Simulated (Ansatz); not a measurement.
The same calculation of C₃H₉FSi, SMILES C[SiH](C)CF as a Python script and as an input file (Ansatz's Python interface).

`opt.py`
```python
# -*- coding: utf-8 -*-
import itertools

import ansatz as az
from ase.data import atomic_numbers, covalent_radii
import numpy as np

GEOMETRY = """
C    -1.52740    0.23880    0.75070
Si    0.16650    0.41200    0.10350
C     1.21920   -0.85710    0.91900
C     0.30000    0.22010   -1.74130
F    -0.61200    1.10710   -2.33050
H    -1.60770    0.43310    1.82310
H    -1.97760   -0.69350    0.50960
H    -2.17500    1.06570    0.27920
H     0.70280    1.77230    0.51640
H     2.29010   -0.76880    0.61550
H     0.89560   -1.87130    0.72810
H     1.26030   -0.72270    2.03630
H     1.17960    0.41100   -2.15290
H    -0.12720   -0.77580   -2.02790
"""


def main():
    molecule = az.Crystal.molecule()
    for line in GEOMETRY.strip().splitlines():
        symbol, *xyz = line.split()
        molecule = molecule.atom(symbol, [float(v) for v in xyz])

    setup = molecule.calculation().basis(gaussian="6-31G*").functional("pbe").scf(lower_state_search="off")
    symbols = [site.symbol for site in molecule.cartesian_sites]
    start = np.array([site.position_ang for site in molecule.cartesian_sites], dtype=float)
    r = setup.relax(force_tolerance=0.01).run(threads=1).report
    end = np.array(r["positions_ang"])

    for key in ("converged", "free_energy_ev", "reference_energy_ev", "n_frozen", "n_occupied", "n_virtual"):
        print(f"{key:22s} {r[key]}")

    radius = [covalent_radii[atomic_numbers[s]] for s in symbols]
    span = lambda where, i, j: np.linalg.norm(where[i] - where[j])
    bonded = [(i, j) for i, j in itertools.combinations(range(len(symbols)), 2) if min(span(start, i, j), span(end, i, j)) < 1.2 * (radius[i] + radius[j])]
    print("pair        before    after (A)")
    for i, j in bonded:
        print(f"{symbols[i]}{i}-{symbols[j]}{j}".ljust(10), f"{span(start, i, j):8.4f} {span(end, i, j):8.4f}")
    for first, second in list(itertools.combinations(bonded, 2)):
        shared = set(first) & set(second)
        if shared and symbols[(j := shared.pop())] != "H":
            i, k = sorted((set(first) | set(second)) - {j})
            u, v = end[i] - end[j], end[k] - end[j]
            angle = np.degrees(np.arccos(np.clip(u @ v / np.linalg.norm(u) / np.linalg.norm(v), -1, 1)))
            print(f"final angle {symbols[i]}{i}-{symbols[j]}{j}-{symbols[k]}{k}: {angle:.2f} deg")


if __name__ == "__main__":
    main()
```

```console
$ python opt.py
converged              True
free_energy_ev         -13840.477790757477
reference_energy_ev    -13840.477790757477
n_frozen               0
n_occupied             [25, 25]
n_virtual              [72, 72]
pair        before    after (A)
C0-Si1       1.8216   1.8914
C0-H5        1.0928   1.1032
C0-H6        1.0630   1.1041
C0-H7        1.1513   1.1032
Si1-C2       1.8395   1.8973
Si1-C3       1.8596   1.9191
Si1-H8       1.5194   1.5051
C2-H9        1.1166   1.1035
C2-H10       1.0816   1.1039
C2-H11       1.1261   1.1036
C3-F4        1.4020   1.4108
C3-H12       0.9897   1.1081
C3-H13       1.1209   1.1089
final angle Si1-C0-H5: 111.66 deg
final angle Si1-C0-H6: 111.46 deg
final angle Si1-C0-H7: 109.73 deg
final angle C0-Si1-C2: 112.45 deg
final angle C0-Si1-C3: 108.59 deg
final angle C0-Si1-H8: 109.22 deg
final angle H5-C0-H6: 107.92 deg
final angle H5-C0-H7: 108.09 deg
final angle H6-C0-H7: 107.85 deg
final angle C2-Si1-C3: 110.02 deg
final angle C2-Si1-H8: 109.69 deg
final angle Si1-C2-H9: 111.54 deg
final angle Si1-C2-H10: 111.38 deg
final angle Si1-C2-H11: 110.62 deg
final angle C3-Si1-H8: 106.70 deg
final angle Si1-C3-F4: 108.43 deg
final angle Si1-C3-H12: 112.28 deg
final angle Si1-C3-H13: 112.12 deg
final angle H9-C2-H10: 107.93 deg
final angle H9-C2-H11: 107.59 deg
final angle H10-C2-H11: 107.61 deg
final angle F4-C3-H12: 108.52 deg
final angle F4-C3-H13: 108.34 deg
final angle H12-C3-H13: 107.04 deg
```

`input.yaml`:
```yaml
crystal:
  periodic: [false, false, false]
  atoms:
    - { symbol: C, position_ang: [-1.5274, 0.2388, 0.7507] }
    - { symbol: Si, position_ang: [0.1665, 0.412, 0.1035] }
    - { symbol: C, position_ang: [1.2192, -0.8571, 0.919] }
    - { symbol: C, position_ang: [0.3, 0.2201, -1.7413] }
    - { symbol: F, position_ang: [-0.612, 1.1071, -2.3305] }
    - { symbol: H, position_ang: [-1.6077, 0.4331, 1.8231] }
    - { symbol: H, position_ang: [-1.9776, -0.6935, 0.5096] }
    - { symbol: H, position_ang: [-2.175, 1.0657, 0.2792] }
    - { symbol: H, position_ang: [0.7028, 1.7723, 0.5164] }
    - { symbol: H, position_ang: [2.2901, -0.7688, 0.6155] }
    - { symbol: H, position_ang: [0.8956, -1.8713, 0.7281] }
    - { symbol: H, position_ang: [1.2603, -0.7227, 2.0363] }
    - { symbol: H, position_ang: [1.1796, 0.411, -2.1529] }
    - { symbol: H, position_ang: [-0.1272, -0.7758, -2.0279] }
basis:
  gaussian:
    orbitals: "6-31G*"
hamiltonian:
  xc: pbe
scf:
  lower_state_search: "off"
relax:
  f_tol: 0.01
```

What to keep in mind:
- These settings explore the input space; basis and method may be short of convergence.
- The end point is the stationary point reached from this start; no frequency run checks that it is a minimum, and the basis set is modest.
- Hardware and time: 23 s on 1 thread of Arm Neoverse V1 (shared host), peak memory 0.2 GiB.
